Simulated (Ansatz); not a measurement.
# BGeH₇OSi: basis-set convergence

The task here is to estimate one member of a computed series from the others.

Method: one geometry, several basis sets; program: Ansatz 0.2.0, Gaussian basis.

Plan: PBE0-D4/def2-SVP; ωB97M-V/def2-SVP; PBE0-D4/def2-QZVPP; ωB97M-V/def2-QZVPP; the functionals' def2-TZVPP values are taken from earlier runs.

### Structure used throughout

The geometry comes from an earlier relaxation with PBE0-D4 in a triple-zeta def2 set; it is a stationary point, not always the lowest conformer.

SMILES `O[SiH2][BH][GeH3]`, 11 atoms, charge 0, spin multiplicity 1.

Atoms are counted from 1 here; the program's logs count them from 0.

Bond lengths: O1–Si2 1.654 Å, O1–H5 0.958 Å, Si2–B3 2.000 Å, Si2–H6 1.500 Å, Si2–H7 1.486 Å, B3–Ge4 2.058 Å, B3–H8 1.197 Å, Ge4–H9 1.544 Å, Ge4–H10 1.543 Å, Ge4–H11 1.539 Å. Angles: Si2–O1–H5 117.1°, O1–Si2–B3 114.6°, O1–Si2–H6 111.4°, O1–Si2–H7 105.2°, B3–Si2–H6 104.4°, B3–Si2–H7 113.2°, H6–Si2–H7 108.0°, Si2–B3–Ge4 122.9°, Si2–B3–H8 119.6°, Ge4–B3–H8 117.6°, B3–Ge4–H9 113.0°, B3–Ge4–H10 107.5°, B3–Ge4–H11 113.8°, H9–Ge4–H10 106.7°, H9–Ge4–H11 107.7°, H10–Ge4–H11 107.7°.

Set-up of the first run:

in.yaml

```yaml
crystal:
  periodic: [false, false, false]
  atoms:
    - {symbol: O, position_ang: [-0.546297, 2.173248, -0.167425]}
    - {symbol: Si, position_ang: [0.582622, 1.399569, 0.760760]}
    - {symbol: B, position_ang: [0.800312, -0.547424, 0.358838]}
    - {symbol: Ge, position_ang: [-0.539568, -1.607100, -0.788567]}
    - {symbol: H, position_ang: [-1.367550, 1.708173, -0.334541]}
    - {symbol: H, position_ang: [0.218654, 1.441249, 2.215037]}
    - {symbol: H, position_ang: [1.835231, 2.177177, 0.578599]}
    - {symbol: H, position_ang: [1.731745, -1.144388, 0.815893]}
    - {symbol: H, position_ang: [-1.883751, -0.872570, -0.980783]}
    - {symbol: H, position_ang: [0.081290, -1.771671, -2.191613]}
    - {symbol: H, position_ang: [-0.847289, -3.013364, -0.245500]}
basis:
  gaussian: {orbitals: def2-SVP}
hamiltonian: {xc: pbe0, dispersion: d4}
output: {orbitals: {seedname: orbitals}}
```

Steps of the session up to this table: PBE0-D4 in def2-SVP; ωB97M-V in def2-SVP; PBE0-D4 in def2-QZVPP; ωB97M-V in def2-QZVPP.

One table of the session follows, with a row left open; its other results are not shown here.

It belongs to the step «Functionals by basis». 

```
functional       basis  HOMO (eV)  LUMO (eV)
   PBE0-D4    def2-SVP          ?          ?
   PBE0-D4  def2-TZVPP      -7.75      -2.86
   PBE0-D4  def2-QZVPP      -7.76      -2.88
   ωB97M-V    def2-SVP      -9.80      -0.80
   ωB97M-V  def2-TZVPP      -9.87      -0.89
   ωB97M-V  def2-QZVPP      -9.88      -0.92
```

Estimate the missing values for PBE0-D4, def2-SVP.

The run gave: HOMO (eV): -7.71; LUMO (eV): -2.84. In the column «HOMO (eV)» it is the highest.
